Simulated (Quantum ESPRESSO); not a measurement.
The system is Rb2In.

```
Rb In
1.0
     0.00000    3.96853    3.96853
     3.96853    0.00000    3.96853
     3.96853    3.96853    0.00000
Rb In
2 1
Direct
  0.25000 0.25000 0.25000
  0.75000 0.75000 0.75000
  0.00000 0.00000 0.00000
```

The cell was built by a generator and needn't be a form met in nature.

Base run:

- Program: Quantum ESPRESSO 7.5
- Functional: PBE
- Potentials or basis: SSSP 1.3 efficiency PBE
- Cutoff: 816 eV
- Density cutoff: 5987 eV
- k mesh: 6 × 6 × 6
- Occupations: fermi-dirac, width 0.05 eV
- Spin: no spin polarisation

Its results: band gap on the k mesh none (metal or under the smearing width); pressure 5.5 GPa.

Task: The run is repeated on the same cell with these changes: occupations from fermi-dirac, width 0.05 eV to cold, width 0.136 eV; dispersion from none to D3. What comes out?

Result: Band gap on the k mesh none (metal or under the smearing width); pressure 4.7 GPa.

Caveats: pairwise dispersion overbinds metals, which lowers pressure and volume (some runs).
